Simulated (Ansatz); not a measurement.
# CH4BFSi: two geometries relaxed

Aim: relax the geometries before and after the shift of H6 from B1 to Si2, and see whether they are two minima and how far apart in energy. SMILES of the start: B[Si](=C)F.

Method: RKS BHLYP/def2-mTZVP, in Ansatz 0.2.0.

### 1 The system as given

Bond lengths: B1–Si2 1.905 Å, Si2–C3 1.765 Å, Si2–F4 1.635 Å, B1–H5 1.172 Å, B1–H6 1.171 Å, C3–H7 1.077 Å, C3–H8 1.076 Å. Angles: B1–Si2–C3 135.6°, B1–Si2–F4 112.7°, C3–Si2–F4 111.7°, Si2–B1–H5 122.9°, Si2–B1–H6 119.8°, H5–B1–H6 117.4°, Si2–C3–H7 123.1°, Si2–C3–H8 122.1°, H7–C3–H8 114.7°.

Coordinates:

```xyz
8

B    -0.8257    1.4183   -0.5645
Si   -0.0533   -0.3039   -0.3071
C     0.9095   -1.0792    0.9523
F    -0.3491   -1.3208   -1.5532
H    -1.4438    1.7022   -1.5193
H    -0.6905    2.2439    0.2541
H     1.2512   -2.0986    0.8885
H     1.2017   -0.5620    1.8493
```

### 2 End point A

The input, input.yaml:

```yaml
crystal:
  periodic: [false, false, false]
  atoms:
    - { symbol: B, position_ang: [-0.82572, 1.4183, -0.56455] }
    - { symbol: Si, position_ang: [-0.05328, -0.30385, -0.3071] }
    - { symbol: C, position_ang: [0.90951, -1.07919, 0.95234] }
    - { symbol: F, position_ang: [-0.34911, -1.3208, -1.55323] }
    - { symbol: H, position_ang: [-1.4438, 1.70216, -1.51933] }
    - { symbol: H, position_ang: [-0.69048, 2.24394, 0.2541] }
    - { symbol: H, position_ang: [1.25118, -2.09857, 0.8885] }
    - { symbol: H, position_ang: [1.20169, -0.56199, 1.84927] }
basis:
  gaussian: { orbitals: def2-mTZVP }
hamiltonian:
  xc: { name: BHLYP }
relax:
  f_tol: 0.02
  max_steps: 50
```

Launch:

```bash
$ ansatz run input.yaml --threads 2 --pin off --max-ram 3072MiB --backend cpu --events-out ev --progress --plain --runs-dir out
```

The program printed (excerpt; [...] marks lines left out):

```text
Warning: RAYON_NUM_THREADS=2 ignored (pool sized by the plan → 2); use --threads N
[...]
Functional definition: BHLYP
[...]
909 factors; integrals over basis functions are off by at most 5.6e-4 eV
[...]
mean field -12371.63597422 eV, -454.6492362567 hartree, gradient 1.8e-5 eV, S^2 0.000000; 0 other end points of the search recorded, 0 dependent functions left out
[...]
reference -12371.63614903 eV, -454.6492426806 hartree; 19, 19 occupied and 72, 72 virtual orbitals, 909 factors
relax step   1: F+E_penalty+E_count = -12371.63597422 eV  Δ(F+E_penalty+E_count) = +0.000e0 eV  max|allowed force component| = 2.942e0 eV/Å  Δτ_max = 0.0000 Å  (29 SCF iters, accepted)
[...]
relax step   6: F+E_penalty+E_count = -12371.82771151 eV  Δ(F+E_penalty+E_count) = -9.686e-4 eV  max|allowed force component| = 8.655e-2 eV/Å  Δτ_max = 0.0302 Å  (26 SCF iters, accepted)
[...]
relax step   7: F+E_penalty+E_count = -12371.82792558 eV  Δ(F+E_penalty+E_count) = -2.141e-4 eV  max|allowed force component| = 9.056e-3 eV/Å  Δτ_max = 0.0043 Å  (26 SCF iters, accepted)
909 factors; integrals over basis functions are off by at most 5.7e-4 eV
[...]
mean field -12371.82792558 eV, -454.6562903388 hartree, gradient 1.1e-5 eV, S^2 0.000000; 1 other end points of the search recorded, 0 dependent functions left out
[...]
reference -12371.82809891 eV, -454.6562967085 hartree; 19, 19 occupied and 72, 72 virtual orbitals, 909 factors
Total energy: -12371.82809891 eV, -454.6562967085 hartree
Atom 0 at    -0.787633     1.381121    -0.518703 Å, force     0.003023    -0.007615     0.001987 eV/Å
Atom 1 at    -0.056065    -0.439922    -0.406892 Å, force     0.004215     0.000277     0.007709 eV/Å
Atom 2 at     0.859957    -1.021749     0.899477 Å, force    -0.007618     0.006732    -0.009056 eV/Å
Atom 3 at    -0.360648    -1.407507    -1.636764 Å, force    -0.000337    -0.001712    -0.001501 eV/Å
Atom 4 at    -1.422285     1.757853    -1.436662 Å, force     0.000404     0.004519     0.002572 eV/Å
Atom 5 at    -0.567601     2.106657     0.384873 Å, force    -0.003610     0.003863    -0.004076 eV/Å
Atom 6 at     1.270595    -2.011006     0.986717 Å, force     0.003477    -0.003841     0.003478 eV/Å
Atom 7 at     1.063669    -0.365446     1.727954 Å, force     0.000447    -0.002223    -0.001114 eV/Å
Dipole moment:    -0.021056     0.258530     0.137783 e Å
```

Wall time 18 s (2 threads of Arm Neoverse V1, shared host); peak memory 0.17 GiB.

Step by step:

```tsv
step	energy from step 1 (eV)	largest force component (eV/Å)
1	0.0000	2.9418
2	-0.1387	1.4490
3	-0.1842	0.1393
4	-0.1874	0.1265
5	-0.1908	0.1539
6	-0.1917	0.0866
7	-0.1920	0.0091
```

Step 1 is the start.

After: Bond lengths: B1–Si2 1.966 Å, Si2–C3 1.698 Å, Si2–F4 1.594 Å, B1–H5 1.178 Å, B1–H6 1.180 Å, C3–H7 1.075 Å, C3–H8 1.076 Å. Angles: B1–Si2–C3 124.2°, B1–Si2–F4 116.6°, C3–Si2–F4 119.2°, Si2–B1–H5 122.8°, Si2–B1–H6 117.2°, H5–B1–H6 120.1°, Si2–C3–H7 125.7°, Si2–C3–H8 119.0°, H7–C3–H8 115.2°.

### 3 End point B

The second end starts from a geometry with the move made by hand.

Changes to input.yaml since step 2:

```diff
@@ -8,3 +8,3 @@
     - { symbol: H, position_ang: [-1.4438, 1.70216, -1.51933] }
-    - { symbol: H, position_ang: [-0.69048, 2.24394, 0.2541] }
+    - { symbol: H, position_ang: [-0.00412, 0.83931, 0.56718] }
     - { symbol: H, position_ang: [1.25118, -2.09857, 0.8885] }
```

Launch:

```bash
$ ansatz run input.yaml --threads 2 --pin off --max-ram 3072MiB --backend cpu --events-out ev --progress --plain --runs-dir out
```

The program printed (excerpt; [...] marks lines left out):

```text
Warning: RAYON_NUM_THREADS=2 ignored (pool sized by the plan → 2); use --threads N
[...]
[... 1 set-up line as earlier in the session ...]
[...]
905 factors; integrals over basis functions are off by at most 5.5e-4 eV
[...]
mean field -12367.01348815 eV, -454.4793630268 hartree, gradient 5.6e-5 eV, S^2 0.000000; 0 other end points of the search recorded, 0 dependent functions left out
[...]
reference -12367.01365600 eV, -454.4793691952 hartree; 19, 19 occupied and 72, 72 virtual orbitals, 905 factors
relax step   1: F+E_penalty+E_count = -12367.01348815 eV  Δ(F+E_penalty+E_count) = +0.000e0 eV  max|allowed force component| = 6.694e0 eV/Å  Δτ_max = 0.0000 Å  (31 SCF iters, accepted)
[...]
relax step   3: F+E_penalty+E_count = -12370.61889053 eV  Δ(F+E_penalty+E_count) = -1.312e0 eV  max|allowed force component| = 2.712e0 eV/Å  Δτ_max = 0.1948 Å  (33 SCF iters, accepted)
[...]
reference -12371.82811723 eV, -454.6562973820 hartree; 19, 19 occupied and 72, 72 virtual orbitals, 905 factors
Total energy: -12371.82811723 eV, -454.6562973820 hartree
Atom 0 at    -0.678760     1.241707    -0.412326 Å, force     0.000024     0.003566     0.003002 eV/Å
Atom 1 at     0.014958    -0.596891    -0.383318 Å, force     0.001190    -0.005325    -0.000457 eV/Å
Atom 2 at     0.936045    -1.251119     0.884208 Å, force     0.000995     0.003665     0.004057 eV/Å
Atom 3 at    -0.328393    -1.508016    -1.645669 Å, force    -0.002216    -0.000265    -0.003986 eV/Å
Atom 4 at    -1.318782     1.666953    -1.304941 Å, force    -0.000664     0.002713    -0.000574 eV/Å
Atom 5 at    -0.430940     1.928191     0.514362 Å, force    -0.001173    -0.001381    -0.002902 eV/Å
Atom 6 at     1.325499    -2.251950     0.925708 Å, force     0.001537    -0.001101     0.001301 eV/Å
Atom 7 at     1.166724    -0.633506     1.735056 Å, force     0.000308    -0.001873    -0.000441 eV/Å
Dipole moment:    -0.013215     0.253548     0.148470 e Å
```

Wall time 27 s (2 threads of Arm Neoverse V1, shared host); peak memory 0.17 GiB.

The steps of the relaxation:

```tsv
step	energy from step 1 (eV)	largest force component (eV/Å)
1	0.0000	6.6944
2	-2.2932	4.4473
3	-3.6054	2.7122
4	-4.2996	1.4087
5	-4.6391	0.7300
6	-4.7643	0.4000
7	-4.8095	0.3614
8	-4.8135	0.1053
9	-4.8141	0.0575
10	-4.8143	0.0465
11	-4.8145	0.0053
```

Step 1 is the start.

After: Bond lengths: B1–Si2 1.965 Å, Si2–C3 1.698 Å, Si2–F4 1.594 Å, B1–H5 1.178 Å, B1–H6 1.180 Å, C3–H7 1.075 Å, C3–H8 1.076 Å. Angles: B1–Si2–C3 124.3°, B1–Si2–F4 116.5°, C3–Si2–F4 119.2°, Si2–B1–H5 122.7°, Si2–B1–H6 117.3°, H5–B1–H6 120.0°, Si2–C3–H7 125.7°, Si2–C3–H8 119.0°, H7–C3–H8 115.2°.

Pairs that crossed the distance rule for bonds on the way: came closer B1–H6; moved apart Si2–H6.

### 4 What came out

```
                           quantity                     value
                              end A   6 moves, 0.192 eV lower
                              end B  10 moves, 4.814 eV lower
largest difference between the ends                    0.00 Å
            end B relative to end A                 -0.000 eV
```

In words: Both starts fell into the same minimum (no atom differs by more than 0.00 Å), so from this start no second minimum was found and no band was run; another arrangement could still be one.
